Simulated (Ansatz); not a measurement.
I need a rigid scan of one bond length of ClH4OSi2, SMILES O[Si]([SiH3])Cl. Use Ansatz 0.2.0, Python API. Level of theory (for the species named): B3LYP, 6-31G* basis, multiplicity 2.

```yaml
atoms:
  - { symbol: O, position_ang: [-0.4143, 0.1425, -2.0349] }
  - { symbol: Si, position_ang: [-0.5807, -0.7414, -0.6702] }
  - { symbol: Si, position_ang: [-0.1446, 0.4744, 1.2305] }
  - { symbol: Cl, position_ang: [0.9130, -2.1782, -0.9779] }
  - { symbol: H, position_ang: [0.2961, -0.0222, -2.6404] }
  - { symbol: H, position_ang: [-1.1269, 1.5595, 1.4397] }
  - { symbol: H, position_ang: [1.2605, 1.1064, 1.1661] }
  - { symbol: H, position_ang: [-0.1110, -0.3981, 2.4314] }
```

Script `run_scan.py`:
```python
import ansatz as az
import numpy as np


def main() -> None:
    system = (
        az.Crystal.molecule()
        .atom("O", (-0.4143, 0.1425, -2.0349))
        .atom("Si", (-0.5807, -0.7414, -0.6702))
        .atom("Si", (-0.1446, 0.4744, 1.2305))
        .atom("Cl", (0.913, -2.1782, -0.9779))
        .atom("H", (0.2961, -0.0222, -2.6404))
        .atom("H", (-1.1269, 1.5595, 1.4397))
        .atom("H", (1.2605, 1.1064, 1.1661))
        .atom("H", (-0.111, -0.3981, 2.4314))
    )

    symbols = [site.symbol for site in system.cartesian_sites]
    start = np.array([site.position_ang for site in system.cartesian_sites])
    axis = (start[7] - start[2]) / np.linalg.norm(start[7] - start[2])
    moving = [7]
    lengths, energies = [1.26, 1.37, 1.48, 1.63, 1.86, 2.23, 2.67, 3.27], []
    for length in lengths:
        xyz = start.copy()
        xyz[moving] += (length - np.linalg.norm(start[7] - start[2])) * axis
        point = az.Crystal.molecule()
        for symbol, place in zip(symbols, xyz):
            point = point.atom(symbol, place.tolist())
        calculation = (
            point.calculation()
            .basis(gaussian="6-31G*")
            .functional("b3lyp")
            .spin("collinear", total=1)
        )
        rep = calculation.run(threads=1, backend="cpu").report
        energies.append(rep["free_energy_ev"])
        print(f"r = {length:6.3f} A  E = {energies[-1]:.5f} eV  <S^2> = {abs(rep['mean_field']['state']['spin_squared']):.3f}")

    print("energy above the lowest point (eV):", [round(e - min(energies), 3) for e in energies])


if __name__ == "__main__":
    main()
```

```console
$ python run_scan.py
r =  1.260 A  E = -30390.23303 eV  <S^2> = 0.752
r =  1.370 A  E = -30390.75584 eV  <S^2> = 0.752
r =  1.480 A  E = -30390.90549 eV  <S^2> = 0.752
r =  1.630 A  E = -30390.75523 eV  <S^2> = 0.752
r =  1.860 A  E = -30390.14863 eV  <S^2> = 0.752
r =  2.230 A  E = -30388.95872 eV  <S^2> = 0.752
r =  2.670 A  E = -30387.76976 eV  <S^2> = 1.032
r =  3.270 A  E = -30387.13990 eV  <S^2> = 1.508
energy above the lowest point (eV): [0.672, 0.15, 0.0, 0.15, 0.757, 1.947, 3.136, 3.766]
```

Notes:
- These settings explore the input space; basis and method may be short of convergence.
- The rest of the molecule is held rigid at a force-field or estimated start geometry, and the basis set is modest; single-reference methods fail as a bond breaks.
- The species is open-shell (spin multiplicity 2).
- The expectation value of S² is noticeably off S(S+1) in at least one run, so that state is spin-contaminated.
- b3lyp holds the VWN-RPA fit, as in Gaussian; the form of ORCA and Turbomole is b3lyp5.
- It ran for 62 s on 1 thread of Arm Neoverse V1, with other jobs on the host, peak memory 0.32 GiB.

(Lines on the test bed's own set-up are left out of the output.)
